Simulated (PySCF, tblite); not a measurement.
# C3H8F3PSi2: geometry, infrared bands and NMR shifts

Wanted: the infrared bands and NMR shifts of C3H8F3PSi2 (`C=CC[Si@H](P)[Si](F)(F)F`), by calculation.

The runs use tblite 0.8.0 and PySCF 2.14.0, with density-fitted response routines of our own; the level of theory stands in each step. All values are computed, except where a source is named. Atoms are numbered from 0 throughout.

## 1. The starting structure

17 atoms, charge 0, multiplicity 1; geometry from: force field or distance geometry start.

Bonds of the start (Å): C0–C1 1.35, C1–C2 1.46, C2–Si3 1.86, Si3–P4 2.19, Si3–Si5 2.23, Si5–F6 1.68, Si5–F7 1.67, Si5–F8 1.67, C0–H9 1.08, C0–H10 1.09, C1–H11 1.10, C2–H12 1.11, C2–H13 1.12, Si3–H14 1.48, P4–H15 1.45, P4–H16 1.46.

## 2. Geometry optimisation with GFN2-xTB

Job settings and geometry (Å):

```
{"job": {"kind": "relax", "xc": "GFN2-xTB", "basis": "xTB"}, "charge": 0, "multiplicity": 1}
C      2.739000    -0.053200     0.453200
C      1.785000     0.565300    -0.269700
C      0.795300    -0.141000    -1.084600
Si    -0.975400     0.182200    -0.621700
P     -1.331400     2.104700     0.355300
Si    -1.765600    -1.549100     0.545400
F     -1.440800    -1.444400     2.185700
F     -1.073200    -2.929600    -0.103000
F     -3.411600    -1.648900     0.309600
H      2.842800    -1.130300     0.498000
H      3.453100     0.518500     1.054200
H      1.763700     1.659400    -0.222000
H      0.911400     0.198800    -2.135700
H      1.009200    -1.241500    -1.091400
H     -1.751400     0.214100    -1.885400
H     -0.819600     2.216800     1.705200
H     -2.737700     2.490000     0.297100
```

On the command line:

```sh
> OMP_NUM_THREADS=1 python probes_run.py task.json out
```

The driver reads the jobs from task.json and runs them one after another.

**Question.** This job is followed by: GFN2-xTB harmonic vibrations, gas phase; GIAO PBE0/pcSseg-1 NMR shielding, non-relativistic, gas phase. Predict these results of the whole session: strongest single infrared mode (GFN2-xTB); zero-point energy (GFN2-xTB); 13C shifts against TMS (PBE0/pcSseg-1); 1H shifts against TMS (PBE0/pcSseg-1, means over atoms taken as alike); 29Si shifts against TMS (PBE0/pcSseg-1); 31P shifts against H3PO4 (PBE0/pcSseg-1); 19F shifts against CFCl3 (PBE0/pcSseg-1, means over atoms taken as alike).

As calculated:

```
                                                                 quantity                                         value
                                strongest single infrared mode (GFN2-xTB)                         2149 cm⁻¹, 240 km/mol
                                             zero-point energy (GFN2-xTB)                                 65.3 kcal/mol
                                   13C shifts against TMS (PBE0/pcSseg-1)                        141.8, 124.0, 20.6 ppm
   1H shifts against TMS (PBE0/pcSseg-1, means over atoms taken as alike)  6.02, 5.55, 5.42, 4.48, 2.17, 1.76, 1.30 ppm
                                  29Si shifts against TMS (PBE0/pcSseg-1)                              -42.7, -55.6 ppm
                                 31P shifts against H3PO4 (PBE0/pcSseg-1)                                    -313.2 ppm
19F shifts against CFCl3 (PBE0/pcSseg-1, means over atoms taken as alike)                                    -127.9 ppm
```

Over 162 steps the energy fell by 1.394 eV; of the close pairs, Si5–F7 changed most, 1.675 to 1.591 Å. No mode is imaginary among the 45: a minimum at this level. The strongest single mode, at 2149 cm⁻¹, moves mainly H14. GFN2-xTB is a fitted tight-binding method: band positions and strengths are rough. Its intensities can rank the bands wrongly. C1 (alkene CH) lies farthest downfield among carbon, at 141.8 ppm; the olefinic region. The most deshielded hydrogen is H11 (hydrogen on an alkene CH), at 6.02 ppm: olefinic region. At PBE0/pcSseg-1: The widest tensor belongs to C1: span 244 ppm, with a paramagnetic part of -216 ppm.
